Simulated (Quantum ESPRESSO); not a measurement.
A calculation with Quantum ESPRESSO 7.5 of HfTi2 (ASE script, structure from a CIF):

The input run.py:

```python
import numpy as np
from ase.calculators.espresso import Espresso, EspressoProfile
import spglib
from ase import Atoms
from ase.io import read

atoms = read('HfTi2.cif')
cell, pos, num = spglib.standardize_cell((atoms.cell[:], atoms.get_scaled_positions(), atoms.numbers), to_primitive=True, symprec=1e-4)
atoms = Atoms(numbers=num, cell=cell, scaled_positions=pos, pbc=True)

input_data = {
    'control': {'calculation': 'scf', 'prefix': 'pwscf', 'outdir': './tmp', 'tprnfor': True, 'tstress': True, 'disk_io': 'nowf'},
    'system': {'ecutwfc': 60.0, 'ecutrho': 440.0, 'nbnd': 26, 'occupations': 'smearing', 'smearing': 'fd', 'degauss': 0.00367493},
    'electrons': {'conv_thr': 6e-10, 'electron_maxstep': 120, 'mixing_beta': 0.5},
}
pseudopotentials = {'Ti': 'ti_pbe_v1.4.uspp.F.UPF', 'Hf': 'Hf-sp.oncvpsp.upf'}
profile = EspressoProfile(command='pw.x', pseudo_dir='pseudo')
dft = Espresso(profile=profile, input_data=input_data, pseudopotentials=pseudopotentials, kpts=(10, 10, 5), koffset=(0, 0, 0))
atoms.calc = dft

print(f'energy {atoms.get_potential_energy():.8f} eV')
print('forces (eV/A)')
print(np.round(atoms.get_forces(), 6))
print('stress (eV/A^3, Voigt)')
print(np.round(atoms.get_stress(), 8))
print(f'Fermi level {dft.get_fermi_level():.4f} eV')
```

HfTi2.cif

```cif
data_HfTi2
_cell_length_a 3.14546521
_cell_length_b 3.14546521
_cell_length_c 5.41149947
_cell_angle_alpha 90.00000000
_cell_angle_beta 90.00000000
_cell_angle_gamma 120.00000000
_space_group_name_H-M_alt 'P-3m1'
_space_group_name_Hall '-P 3 2"'
_space_group_IT_number 164
loop_
_space_group_symop_operation_xyz
'x,y,z'
'-x,-y,-z'
'-y,x-y,z'
'y,-x+y,-z'
'-x+y,-x,z'
'x-y,x,-z'
'y,x,-z'
'-y,-x,z'
'x-y,-y,-z'
'-x+y,y,z'
'-x,-x+y,-z'
'x,x-y,z'
loop_
_atom_site_label
_atom_site_type_symbol
_atom_site_symmetry_multiplicity
_atom_site_Wyckoff_symbol
_atom_site_fract_x
_atom_site_fract_y
_atom_site_fract_z
_atom_site_occupancy
Hf1 Hf 1 a 0.0000000000 0.0000000000 0.0000000000 1
Ti1 Ti 2 d 0.6666666667 0.3333333333 0.2628000100 1
```

Potentials or basis: SSSP 1.3 efficiency PBE.

The run is started by

```sh
$ OMP_NUM_THREADS=1 python run.py
```

The cell was built by a generator and needn't be a form met in nature.

**Question.** Write the same calculation in another form: native input, structure typed inline.

**Answer.** As run:

The input pw.in:

```
&CONTROL
  calculation = 'scf'
  prefix = 'pwscf'
  outdir = './tmp'
  pseudo_dir = './pseudo'
  tprnfor = .true.
  tstress = .true.
  disk_io = 'nowf'
/
&SYSTEM
  ibrav = 0
  nat = 3
  ntyp = 2
  ecutwfc = 60
  ecutrho = 440
  nbnd = 26
  occupations = 'smearing'
  smearing = 'fd'
  degauss = 0.00367493
/
&ELECTRONS
  conv_thr = 6d-10
  electron_maxstep = 120
  mixing_beta = 0.5
/
ATOMIC_SPECIES
Hf   178.4900 Hf-sp.oncvpsp.upf
Ti    47.8670 ti_pbe_v1.4.uspp.F.UPF
CELL_PARAMETERS angstrom
   3.1454652100    0.0000000000    0.0000000000
  -1.5727326000    2.7240527800    0.0000000000
   0.0000000000    0.0000000000    5.4114994700
ATOMIC_POSITIONS crystal
Hf     0.0000000000    0.0000000000    0.0000000000
Ti     0.6666666700    0.3333333300    0.2628000100
Ti     0.3333333300    0.6666666700    0.7371999900
K_POINTS automatic
10 10 5 0 0 0
```

Potentials or basis: SSSP 1.3 efficiency PBE.

Launch:

```console
$ OMP_NUM_THREADS=1 pw.x -in pw.in > pw.out
```

Both were run:

|  | ASE script, structure from a CIF | native input, structure typed inline |
| --- | --- | --- |
| Pressure | 56.5 GPa | 56.5 GPa |
| Largest force | 7.486 eV/Å | 7.486 eV/Å |
| Band gap on the k mesh | none (metal or under the smearing width) | none (metal or under the smearing width) |

Keys that steer only the numerical path or the files written may differ.

Caveat: a pressure of tens of GPa on the cell as given is suspect, and the run, the potentials or the cell itself is likely at fault; forces of over 1 eV/Å show positions far from the minimum, so gaps and moduli don't describe the material at rest.
